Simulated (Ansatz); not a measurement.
# CHGeP (singlet): the correlation ladder, cc-pVDZ

Aim: climb from Hartree-Fock through coupled cluster and multireference methods for CHGeP (singlet) at one geometry and basis, and see what each rung misses.

Program: Ansatz 0.2.0, Gaussian basis. Level of theory: cc-pVDZ, core rule «outside noble gas», up to 20 orbitals frozen. These are calculated values, not measurements.

To be run: UHF; CCSD(T) on RHF; BCCD(T) on RHF; CISD; CCSDT(Q) on RHF; CCSDT(Q) on UHF; CASSCF and MRCISD+Q, 8 electrons in 8 orbitals; CASSCF and MRCISD+Q(relaxed), 8 electrons in 8 orbitals; CASSCF and NEVPT2, 8 electrons in 8 orbitals.

43 further runs of the same task are left out: 31 that didn't finish, 12 set aside as unsound or not needed.

## (1) The geometry

The geometry is a PBE0/def2-TZVP stationary point (not a proven minimum) of the parent state, kept for this charge and spin. No spin-orbit coupling is included. The filled d shell of Ge may be among the frozen orbitals whatever the setting's name suggests; the logs give the count.

4 atoms, charge 0, spin multiplicity 1.

Atoms are counted from 1 here; the program's logs count them from 0.

Bond lengths: C1–P2 1.655 Å, P2–Ge3 2.229 Å, Ge3–H4 1.554 Å. Angles: C1–P2–Ge3 111.8°, P2–Ge3–H4 113.9°.

In the tables R marks a restricted determinant and U an unrestricted one; 'frontier' is the active space of 8 electrons in 8 orbitals; energies count from the table's Hartree-Fock row.

## (2) UHF

in.yaml reads:

```yaml
crystal:
  periodic: [false, false, false]
  atoms:
    - {symbol: C, position_ang: [0.000000, -0.784213, 2.275657]}
    - {symbol: P, position_ang: [0.000000, 0.518760, 1.254642]}
    - {symbol: Ge, position_ang: [0.000000, -0.106539, -0.885057]}
    - {symbol: H, position_ang: [0.000000, 1.081369, -1.887679]}
basis:
  gaussian: {orbitals: cc-pVDZ}
magnetization: {spin_polarized: true, initial_magnetization: 0}
hamiltonian: {xc: hf}
output: {orbitals: {seedname: orbitals}}
```

The run is started by

```bash
> ansatz run in.yaml --threads 1 --pin off --events-out ev --progress --plain --max-ram 2393MiB
```

What it wrote:

```text
Functional definition: HF
  name "HF"
  cite "Fock, Z. Phys. 61, 126 (1930) doi:10.1007/BF01340294"
  parent pbe
  exchange = exact_x
  correlation = 0
697 factors; integrals over basis functions are off by at most 1.2e-3 eV
mean field evaluation 1: about -66784.2830 eV, gradient 1.2e1 eV
mean field evaluation 2: about -66784.3259 eV, gradient 1.2e1 eV
mean field evaluation 4: about -66785.8519 eV, gradient 2.2e0 eV
mean field evaluation 8: about -66786.0151 eV, gradient 3.1e-1 eV
mean field evaluation 16: about -66786.1017 eV, gradient 5.4e-1 eV
mean field evaluation 32: about -66786.2241 eV, gradient 1.2e0 eV
mean field evaluation 64: about -66786.2350 eV, gradient 6.9e-1 eV
mean field evaluation 96: about -66786.1851 eV, gradient 5.3e-2 eV
mean field evaluation 128: about -66780.1086 eV, gradient 1.7e1 eV
mean field evaluation 160: about -66786.1397 eV, gradient 9.2e-1 eV
mean field evaluation 192: about -66785.9854 eV, gradient 2.0e0 eV
mean field evaluation 224: about -66786.2748 eV, gradient 1.7e-1 eV
mean field evaluation 256: about -66786.1476 eV, gradient 7.4e-1 eV
mean field evaluation 288: about -66786.2972 eV, gradient 3.8e-1 eV
mean field evaluation 320: about -66785.7945 eV, gradient 1.9e0 eV
mean field evaluation 352: about -66779.1106 eV, gradient 1.6e1 eV
mean field evaluation 384: about -66785.6621 eV, gradient 4.0e-1 eV
mean field evaluation 416: about -66773.7960 eV, gradient 2.4e1 eV
mean field -66786.31494883 eV, -2454.3518049794 hartree, gradient 1.5e-5 eV, S^2 1.046978; 11 other end points of the search recorded, 0 dependent functions left out
reference -66786.31494883 eV, -2454.3518049794 hartree; 27, 27 occupied and 37, 37 virtual orbitals, 697 factors
Total energy: -66786.31494883 eV, -2454.3518049794 hartree
```

Run time: 56 s. Hardware: 1 thread of Intel Xeon at 2.50GHz, shared host.

From the report: ⟨S²⟩ of the determinant 1.047 (pure singlet: 0.00). The determinant is far from a pure spin state, so its energy mixes those of several spin states (harmless only where they are near-degenerate, as at dissociation).

The unrestricted solution breaks the spin symmetry, so the restricted determinant is unstable here.

## (3) CCSD(T) on RHF

in.yaml, as its differences from that of step 2:

```diff
@@ -9,4 +9,3 @@
   gaussian: {orbitals: cc-pVDZ}
-magnetization: {spin_polarized: true, initial_magnetization: 0}
-hamiltonian: {xc: hf}
-output: {orbitals: {seedname: orbitals}}
+magnetization: {spin_polarized: false}
+correlation: {method: ccsd_t, electrons: outside_noble_gas}
```

Same command.

What it wrote, cut to the lines that bear on the results:

```text
Functional definition: HF
  name "HF"
  cite "Fock, Z. Phys. 61, 126 (1930) doi:10.1007/BF01340294"
  parent pbe
[...]
697 factors; integrals over basis functions are off by at most 1.2e-3 eV
[...]
mean field -66786.02353297 eV, -2454.3410956439 hartree, gradient 2.9e-6 eV, S^2 0.000000; 3 other end points of the search recorded, 0 dependent functions left out; unrestricted orbitals would lower it
20 core orbitals not correlated: weight in the atoms' cores, before any rotation towards them, 0.999 or more for the frozen orbitals, at most 0.000 for the correlated occupied ones
reference -66786.02353297 eV, -2454.3410956439 hartree; 7, 7 occupied and 37, 37 virtual orbitals, 697 factors
second order -8.45406562 eV of doubles, -0.00000000 eV of singles
cycle   1  -8.67657257 eV  change   -2.2e-1 eV  update   1.6e-1
[...]
cycle  15  -9.37368054 eV  change    1.1e-5 eV  update   6.4e-6
perturbative correction -0.61909614 eV, -0.0227513636 hartree
Total energy: -66796.01630965 eV, -2454.7083234136 hartree
```

Wall time 16 s (1 thread of Intel Xeon at 2.50GHz, shared host).

From the report: correlation -9.9928 eV; T1 0.041; largest double amplitude 0.08.

## (4) BCCD(T) on RHF

in.yaml, as its differences from that of step 3:

```diff
@@ -10,2 +10,2 @@
 magnetization: {spin_polarized: false}
-correlation: {method: ccsd_t, electrons: outside_noble_gas}
+correlation: {method: bccd_t, electrons: outside_noble_gas}
```

Launched as before.

What it wrote, cut to the lines that bear on the results:

```text
Functional definition: HF
  name "HF"
  cite "Fock, Z. Phys. 61, 126 (1930) doi:10.1007/BF01340294"
  parent pbe
[...]
697 factors; integrals over basis functions are off by at most 1.2e-3 eV
[...]
mean field -66786.02353297 eV, -2454.3410956439 hartree, gradient 2.9e-6 eV, S^2 0.000000; 3 other end points of the search recorded, 0 dependent functions left out; unrestricted orbitals would lower it
20 core orbitals not correlated: weight in the atoms' cores, before any rotation towards them, 0.999 or more for the frozen orbitals, at most 0.000 for the correlated occupied ones
reference -66786.02353297 eV, -2454.3410956439 hartree; 7, 7 occupied and 37, 37 virtual orbitals, 697 factors
second order -8.45406562 eV of doubles, -0.00000000 eV of singles
cycle   1  -8.64787499 eV  change   -1.9e-1 eV  update   1.6e-1
[...]
cycle  15  -9.30928418 eV  change   -8.9e-6 eV  update   3.8e-6
perturbative correction -0.69153961 eV, -0.0254136119 hartree
Total energy: -66796.02435676 eV, -2454.7086191394 hartree
```

It took 9 s on 1 thread of Intel Xeon at 2.50GHz, shared host.

From the report: correlation -10.0008 eV; largest double amplitude 0.09.

## (5) CISD

in.yaml, as its differences from that of step 4:

```diff
@@ -9,3 +9,2 @@
   gaussian: {orbitals: cc-pVDZ}
-magnetization: {spin_polarized: false}
-correlation: {method: bccd_t, electrons: outside_noble_gas}
+correlation: {active_space: {ras: {orbitals: [7, 0, 37], electrons: 14, max_holes: 2, max_particles: 2}, fixed_orbitals: true}}
```

The command is unchanged.

What it wrote:

```text
Functional definition: HF
  name "HF"
  cite "Fock, Z. Phys. 61, 126 (1930) doi:10.1007/BF01340294"
  parent pbe
  exchange = exact_x
  correlation = 0
697 factors; integrals over basis functions are off by at most 1.2e-3 eV
mean field evaluation 1: about -66784.2830 eV, gradient 1.7e1 eV
mean field evaluation 2: about -66784.3259 eV, gradient 1.7e1 eV
mean field evaluation 4: about -66785.8519 eV, gradient 3.1e0 eV
mean field evaluation 8: about -66786.0151 eV, gradient 4.3e-1 eV
mean field evaluation 16: about -66786.0235 eV, gradient 3.0e-6 eV
mean field evaluation 32: about -66785.9683 eV, gradient 1.5e0 eV
mean field evaluation 64: about -66785.9224 eV, gradient 1.6e0 eV
mean field -66786.02353297 eV, -2454.3410956439 hartree, gradient 2.9e-6 eV, S^2 0.000000; 3 other end points of the search recorded, 0 dependent functions left out
reference -66786.02353297 eV, -2454.3410956439 hartree; 27, 27 occupied and 37, 37 virtual orbitals, 697 factors
state -66794.15085865 eV, -2454.6397693539 hartree
Total energy: -66794.15085865 eV, -2454.6397693539 hartree
```

It took 9 s on 1 thread of Intel Xeon at 2.50GHz, shared host.

From the report: 50,558 determinants.

## (6) CCSDT(Q) on RHF

in.yaml, as its differences from that of step 5:

```diff
@@ -9,2 +9,3 @@
   gaussian: {orbitals: cc-pVDZ}
-correlation: {active_space: {ras: {orbitals: [7, 0, 37], electrons: 14, max_holes: 2, max_particles: 2}, fixed_orbitals: true}}
+magnetization: {spin_polarized: false}
+correlation: {method: ccsdt_q, electrons: outside_noble_gas}
```

Launched as before.

What it wrote, cut to the lines that bear on the results:

```text
Functional definition: HF
  name "HF"
  cite "Fock, Z. Phys. 61, 126 (1930) doi:10.1007/BF01340294"
  parent pbe
[...]
1263 factors; integrals over basis functions are off by at most 1.6e-7 eV
[...]
mean field -66786.02366578 eV, -2454.3411005247 hartree, gradient 2.4e-6 eV, S^2 0.000000; 3 other end points of the search recorded, 0 dependent functions left out; unrestricted orbitals would lower it
20 core orbitals not correlated: weight in the atoms' cores, before any rotation towards them, 0.999 or more for the frozen orbitals, at most 0.000 for the correlated occupied ones
reference -66786.02366578 eV, -2454.3411005247 hartree; 7, 7 occupied and 37, 37 virtual orbitals, 1263 factors
second order -8.45410214 eV of doubles, -0.00000000 eV of singles
cycle   1  -8.67658321 eV  change   -2.2e-1 eV  update   1.8e-1
[...]
cycle  22  -10.02881942 eV  change    1.3e-6 eV  update   1.2e-6
perturbative correction -0.07210614 eV, -0.0026498518 hartree
Total energy: -66796.12459134 eV, -2454.7123026924 hartree
```

Run time: 44 s. Hardware: 1 thread of Intel Xeon at 2.50GHz, shared host; peak memory 0.32 GiB.

From the report: correlation -10.1009 eV; T1 0.044; largest double amplitude 0.11.

## (7) CCSDT(Q) on UHF

in.yaml, as its differences from that of step 6:

```diff
@@ -9,3 +9,3 @@
   gaussian: {orbitals: cc-pVDZ}
-magnetization: {spin_polarized: false}
+magnetization: {spin_polarized: true, initial_magnetization: 0}
 correlation: {method: ccsdt_q, electrons: outside_noble_gas}
```

The command is unchanged.

What it wrote, cut to the lines that bear on the results:

```text
Functional definition: HF
  name "HF"
  cite "Fock, Z. Phys. 61, 126 (1930) doi:10.1007/BF01340294"
  parent pbe
[...]
1263 factors; integrals over basis functions are off by at most 1.6e-7 eV
[...]
mean field -66786.31508705 eV, -2454.3518100588 hartree, gradient 6.1e-6 eV, S^2 1.046982; 22 other end points of the search recorded, 0 dependent functions left out
determinant -66786.31508705 eV, -2454.3518100588 hartree, with singles and doubles -66795.20998046 eV, -2454.6786913623 hartree
determinant -66786.28802912 eV, -2454.3508156981 hartree, with singles and doubles -66795.22948904 eV, -2454.6794082895 hartree
determinant -66786.18665632 eV, -2454.3470903167 hartree, with singles and doubles -66795.30360966 eV, -2454.6821321722 hartree
determinant -66785.75921590 eV, -2454.3313821708 hartree, with singles and doubles -66794.17975265 eV, -2454.6408311886 hartree
[...]
determinant -66786.31508705 eV, -2454.3518100588 hartree, with singles and doubles -66795.34746776 eV, -2454.6837439277 hartree
determinant -66786.28802912 eV, -2454.3508156981 hartree, with singles and doubles -66795.35209265 eV, -2454.6839138892 hartree
determinant -66786.18665632 eV, -2454.3470903167 hartree, with singles and doubles -66795.36242893 eV, -2454.6842937402 hartree
20 core orbitals not correlated: weight in the atoms' cores, before any rotation towards them, 0.999 or more for the frozen orbitals, at most 0.000 for the correlated occupied ones
reference -66786.18665632 eV, -2454.3470903167 hartree; 7, 7 occupied and 37, 37 virtual orbitals, 1263 factors
second order -7.69545401 eV of doubles, -0.00000000 eV of singles
cycle   1  -8.29264841 eV  change   -6.0e-1 eV  update   1.5e-1
[...]
cycle  29  -9.86224949 eV  change   -5.5e-7 eV  update   6.8e-7
perturbative correction -0.08990725 eV, -0.0033040306 hartree
Total energy: -66796.13881307 eV, -2454.7128253312 hartree
```

Wall time 6.2 min (1 thread of Intel Xeon at 2.50GHz, shared host); peak memory 0.7 GiB.

From the report: ⟨S²⟩ of the determinant 0.638 (pure singlet: 0.00); correlation -9.9522 eV; T1 0.099; largest double amplitude 0.12. The determinant is far from a pure spin state, so its energy mixes those of several spin states (harmless only where they are near-degenerate, as at dissociation).

## (8) CASSCF and MRCISD+Q, 8 electrons in 8 orbitals

in.yaml, as its differences from that of step 7:

```diff
@@ -9,3 +9,2 @@
   gaussian: {orbitals: cc-pVDZ}
-magnetization: {spin_polarized: true, initial_magnetization: 0}
-correlation: {method: ccsdt_q, electrons: outside_noble_gas}
+correlation: {method: fic_mrcisd_q, electrons: outside_noble_gas, active_space: {window: {electrons: 8, orbitals: 8}}}
```

The command is unchanged.

What it wrote, cut to the lines that bear on the results:

```text
Functional definition: HF
  name "HF"
  cite "Fock, Z. Phys. 61, 126 (1930) doi:10.1007/BF01340294"
  parent pbe
[...]
697 factors; integrals over basis functions are off by at most 1.2e-3 eV
[...]
mean field -66786.02353297 eV, -2454.3410956439 hartree, gradient 2.9e-6 eV, S^2 0.000000; 3 other end points of the search recorded, 0 dependent functions left out; unrestricted orbitals would lower it
reference -66786.02353297 eV, -2454.3410956439 hartree; 27, 27 occupied and 37, 37 virtual orbitals, 697 factors
state -66789.16473807 eV, -2454.4565328021 hartree
contracted CI cycle   1: correlation 0.00000000 eV, 0.0000000000 hartree, residual 1.85e1 eV
contracted CI cycle   2: correlation -5.77942245 eV, -0.2123898574 hartree, residual 3.59e0 eV
contracted CI cycle   3: correlation -6.01010019 eV, -0.2208671083 hartree, residual 1.01e0 eV
[...]
contracted CI cycle   3: correlation -6.17143206 eV, -0.2267959450 hartree, residual 1.28e0 eV
contracted CI cycle   4: correlation -6.20399933 eV, -0.2279927700 hartree, residual 5.44e-1 eV
contracted CI cycle   5: correlation -6.20963796 eV, -0.2281999860 hartree, residual 2.19e-1 eV
contracted CI cycle   6: correlation -6.21049743 eV, -0.2282315710 hartree, residual 8.12e-2 eV
contracted CI cycle   7: correlation -6.21060624 eV, -0.2282355696 hartree, residual 2.86e-2 eV
contracted CI cycle   8: correlation -6.21062029 eV, -0.2282360860 hartree, residual 9.78e-3 eV
contracted CI cycle   9: correlation -6.21062197 eV, -0.2282361479 hartree, residual 3.57e-3 eV
contracted CI cycle  10: correlation -6.21062219 eV, -0.2282361557 hartree, residual 1.37e-3 eV
state -66788.96449776 eV, -2454.4491741065 hartree; corrected -66795.95550847 eV, -2454.7060890116 hartree
state -66789.16473807 eV, -2454.4565328021 hartree; corrected -66795.97076451 eV, -2454.7066496605 hartree
Total energy: -66795.97076451 eV, -2454.7066496605 hartree
```

It took 46 s on 1 thread of Intel Xeon at 2.50GHz, shared host; peak memory 0.28 GiB.

From the report: 2,500 determinants; active occupations 1.97, 1.96, 1.93, 1.92, 0.09, 0.08, 0.03, 0.01.

## (9) CASSCF and MRCISD+Q(relaxed), 8 electrons in 8 orbitals

in.yaml, as its differences from that of step 8:

```diff
@@ -9,2 +9,2 @@
   gaussian: {orbitals: cc-pVDZ}
-correlation: {method: fic_mrcisd_q, electrons: outside_noble_gas, active_space: {window: {electrons: 8, orbitals: 8}}}
+correlation: {method: fic_mrcisd_q_relaxed, electrons: outside_noble_gas, active_space: {window: {electrons: 8, orbitals: 8}}}
```

Launched as before.

What it wrote, cut to the lines that bear on the results:

```text
Functional definition: HF
  name "HF"
  cite "Fock, Z. Phys. 61, 126 (1930) doi:10.1007/BF01340294"
  parent pbe
[...]
697 factors; integrals over basis functions are off by at most 1.2e-3 eV
[...]
mean field -66786.02353297 eV, -2454.3410956439 hartree, gradient 2.9e-6 eV, S^2 0.000000; 3 other end points of the search recorded, 0 dependent functions left out; unrestricted orbitals would lower it
reference -66786.02353297 eV, -2454.3410956439 hartree; 27, 27 occupied and 37, 37 virtual orbitals, 697 factors
state -66789.16473807 eV, -2454.4565328021 hartree
contracted CI cycle   1: correlation 0.00000000 eV, 0.0000000000 hartree, residual 1.85e1 eV
contracted CI cycle   2: correlation -5.77942245 eV, -0.2123898574 hartree, residual 3.69e0 eV
contracted CI cycle   3: correlation -6.01270038 eV, -0.2209626634 hartree, residual 1.43e0 eV
[...]
contracted CI cycle   6: correlation -6.23415113 eV, -0.2291008285 hartree, residual 2.27e-1 eV
contracted CI cycle   7: correlation -6.23502347 eV, -0.2291328861 hartree, residual 1.22e-1 eV
contracted CI cycle   8: correlation -6.23526465 eV, -0.2291417493 hartree, residual 6.00e-2 eV
contracted CI cycle   9: correlation -6.23532434 eV, -0.2291439429 hartree, residual 3.06e-2 eV
contracted CI cycle  10: correlation -6.23534066 eV, -0.2291445428 hartree, residual 1.46e-2 eV
contracted CI cycle  11: correlation -6.23534435 eV, -0.2291446784 hartree, residual 7.12e-3 eV
contracted CI cycle  12: correlation -6.23534521 eV, -0.2291447100 hartree, residual 3.56e-3 eV
contracted CI cycle  13: correlation -6.23534544 eV, -0.2291447185 hartree, residual 1.83e-3 eV
state -66788.96449776 eV, -2454.4491741065 hartree; corrected -66795.99273017 eV, -2454.7074568837 hartree
state -66789.16473807 eV, -2454.4565328021 hartree; corrected -66795.99671268 eV, -2454.7076032383 hartree
Total energy: -66795.99671268 eV, -2454.7076032383 hartree
```

Wall time 49 s (1 thread of Intel Xeon at 2.50GHz, shared host); peak memory 0.29 GiB.

From the report: 2,500 determinants; active occupations 1.97, 1.96, 1.93, 1.92, 0.09, 0.08, 0.03, 0.01.

## (10) CASSCF and NEVPT2, 8 electrons in 8 orbitals

in.yaml, as its differences from that of step 9:

```diff
@@ -9,2 +9,2 @@
   gaussian: {orbitals: cc-pVDZ}
-correlation: {method: fic_mrcisd_q_relaxed, electrons: outside_noble_gas, active_space: {window: {electrons: 8, orbitals: 8}}}
+correlation: {method: sc_nevpt2, electrons: outside_noble_gas, active_space: {window: {electrons: 8, orbitals: 8}}}
```

Same command.

What it wrote, cut to the lines that bear on the results:

```text
Functional definition: HF
  name "HF"
  cite "Fock, Z. Phys. 61, 126 (1930) doi:10.1007/BF01340294"
  parent pbe
[...]
697 factors; integrals over basis functions are off by at most 1.2e-3 eV
[...]
mean field -66786.02353297 eV, -2454.3410956439 hartree, gradient 2.9e-6 eV, S^2 0.000000; 3 other end points of the search recorded, 0 dependent functions left out; unrestricted orbitals would lower it
reference -66786.02353297 eV, -2454.3410956439 hartree; 27, 27 occupied and 37, 37 virtual orbitals, 697 factors
state -66789.16473807 eV, -2454.4565328021 hartree
state -66789.16473807 eV, -2454.4565328021 hartree; corrected -66794.47337795 eV, -2454.6516217195 hartree
state -66788.96449776 eV, -2454.4491741065 hartree
state -66788.96449776 eV, -2454.4491741065 hartree; corrected -66794.47207595 eV, -2454.6515738720 hartree
state -66789.16473807 eV, -2454.4565328021 hartree; corrected -66794.47337795 eV, -2454.6516217195 hartree
Total energy: -66794.47337795 eV, -2454.6516217195 hartree
```

It took 40 s on 1 thread of Intel Xeon at 2.50GHz, shared host.

From the report: 2,500 determinants; active occupations 1.97, 1.96, 1.93, 1.92, 0.09, 0.08, 0.03, 0.01.

## (11) Misses and costs

No level here is safe as a reference; RCCSDT(Q) serves as a yardstick only. Rows without a time come out of other runs: HF, MP2 and CCSD of CCSD(T), CCSDT of CCSDT(Q), CASSCF and MRCISD of the multireference runs.

Differences are taken before rounding.

```csv
method,energy from the lowest RHF (meV),from RCCSDT(Q) (meV),time
RHF,0.0,+10101.1,
RMP2,-8454.1,+1647.0,
CISD,-8127.3,+1973.7,9 s
RCCSD,-9373.7,+727.4,
RCCSD(T),-9992.8,+108.3,16 s
BCCD(T),-10000.8,+100.2,9 s
RCCSDT,-10029.0,+72.1,
RCCSDT(Q),-10101.1,0,44 s
CASSCF frontier,-3141.2,+6959.9,
NEVPT2 frontier,-8449.8,+1651.2,40 s
MRCISD frontier,-9174.2,+926.8,
MRCISD+Q frontier,-9947.2,+153.8,46 s
MRCISD+Q(relaxed) frontier,-9973.2,+127.9,49 s
```

Among the levels timed on like hardware and quicker than the yardstick, those that no quicker one beats, quickest first: BCCD(T) (9 s, +100.2 meV).

Not comparable, so not listed: CCSDT(Q) on UHF (they don't share determinant, frozen orbitals or solution with the rows shown, or repeat one).

## (12) Summary of results

```
                                 quantity        value
           RCCSDT(Q) below the RHF energy  -10.1011 eV
                      RMP2 from RCCSDT(Q)  +1647.0 meV
                     RCCSD from RCCSDT(Q)   +727.4 meV
                  RCCSD(T) from RCCSDT(Q)   +108.3 meV
           NEVPT2 frontier from RCCSDT(Q)  +1651.2 meV
         MRCISD+Q frontier from RCCSDT(Q)   +153.8 meV
MRCISD+Q(relaxed) frontier from RCCSDT(Q)   +127.9 meV
                            T1 diagnostic        0.041
```

What this shows: RCCSD(T) misses by +108.3 meV, 1.1 % of the correlation energy. Warnings: restricted reference is unstable; spin contamination; large T1 diagnostic.
